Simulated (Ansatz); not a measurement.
**H6NPSSi: one species, many methods**

The task here is to estimate one member of a computed series from the others.

Program: Ansatz 0.2.0, Gaussian basis. Level of theory: functionals in def2-TZVPP, the program's frozen cores in correlated methods. These are calculated values, not measurements.

Plan: LDA (SPW92), PBE-D4, revPBE-D4, BLYP-D4, r2SCAN-D4, B97M-V, PBE0-D4, B3LYP-D4, r2SCANh-D4, r2SCAN0-D4, HSE06-D4, BHLYP-D4, CAM-B3LYP-D4, LC-ωPBE, ωB97X-V, ωB97M-V, B2PLYP, PBE-QIDH; CCSD(T)/def2-SVP; CCSD(T)/def2-TZVPP; MP2/def2-QZVPP; extrapolation to the limit; RPA on PBE.

## The geometry

An earlier PBE0-D4 in a triple-zeta def2 set relaxation fixed the geometry.

SMILES `[SiH3]NPS`, 10 atoms, charge 0, spin multiplicity 1.

Atoms are counted from 1 here; the program's logs count them from 0.

Bond lengths: Si1–N2 1.738 Å, Si1–H5 1.486 Å, Si1–H6 1.486 Å, Si1–H7 1.484 Å, N2–P3 1.697 Å, N2–H8 1.010 Å, P3–S4 2.132 Å, P3–H9 1.418 Å, S4–H10 1.343 Å. Angles: N2–Si1–H5 113.7°, N2–Si1–H6 108.0°, N2–Si1–H7 106.9°, H5–Si1–H6 108.5°, H5–Si1–H7 108.9°, H6–Si1–H7 111.0°, Si1–N2–P3 127.5°, Si1–N2–H8 117.8°, P3–N2–H8 112.3°, N2–P3–S4 107.7°, N2–P3–H9 97.4°, S4–P3–H9 90.6°, P3–S4–H10 95.2°.

The first run:

Input file in.yaml:

```yaml
crystal:
  periodic: [false, false, false]
  atoms:
    - {symbol: Si, position_ang: [-1.008066, 1.086095, -0.115202]}
    - {symbol: N, position_ang: [-0.716949, -0.601777, 0.177990]}
    - {symbol: P, position_ang: [0.717300, -1.321115, 0.729161]}
    - {symbol: S, position_ang: [2.313359, -0.594541, -0.483094]}
    - {symbol: H, position_ang: [-0.483740, 1.563845, -1.421203]}
    - {symbol: H, position_ang: [-2.476956, 1.309824, -0.087876]}
    - {symbol: H, position_ang: [-0.336350, 1.835069, 0.975557]}
    - {symbol: H, position_ang: [-1.340036, -1.269486, -0.252316]}
    - {symbol: H, position_ang: [1.025081, -0.367151, 1.732606]}
    - {symbol: H, position_ang: [2.389758, -1.691962, -1.252721]}
basis:
  gaussian: {orbitals: def2-TZVPP}
hamiltonian: {xc: lda}
output: {orbitals: {seedname: orbitals}}
```

Launch:

```console
> ansatz run in.yaml --threads 2 --pin off --events-out ev --progress --plain --max-ram 4352MiB
```

Among the steps run: LDA; PBE-D4 (GGA); revPBE-D4 (GGA); BLYP-D4 (GGA); r2SCAN-D4 (meta-GGA); B97M-V (meta-GGA); B3LYP-D4 (hybrid); r2SCANh-D4 (hybrid); r2SCAN0-D4 (hybrid); HSE06-D4 (hybrid); BHLYP-D4 (hybrid); CAM-B3LYP-D4 (range-separated); LC-ωPBE (range-separated); ωB97X-V (range-separated); ωB97M-V (range-separated); B2PLYP (double hybrid); PBE-QIDH (double hybrid).

One of the session's tables, all rows but one given; the rest of the session is left out.

It belongs to the step «Frontier levels by functional». 

```
  functional  HOMO (eV)  gap (eV)
 LDA (SPW92)      -6.05      4.75
      PBE-D4      -5.94      4.86
   revPBE-D4      -5.89      4.91
     BLYP-D4      -5.78      4.83
   r2SCAN-D4          ?         ?
      B97M-V      -6.29      5.35
     PBE0-D4      -7.07      6.85
    B3LYP-D4      -6.85      6.41
  r2SCANh-D4      -6.59      6.15
  r2SCAN0-D4      -7.22      7.21
    HSE06-D4      -6.68      6.08
    BHLYP-D4      -8.08      8.71
CAM-B3LYP-D4      -8.34      9.10
     LC-ωPBE      -9.68     11.61
     ωB97X-V      -9.34     11.11
     ωB97M-V      -9.19     10.66
```

**Question.** Estimate the row for r2SCAN-D4.

Worked estimate for «HOMO (eV)». Against the share of exact exchange, r2SCANh-D4 (0.1, -6.59), r2SCAN0-D4 (0.25, -7.22) give a slope of -4.20 per unit share; at 0 the line stands at -6.17.

The run gave: HOMO (eV): -6.17; gap (eV): 5.43. In «HOMO (eV)» the line misses by 0.00.
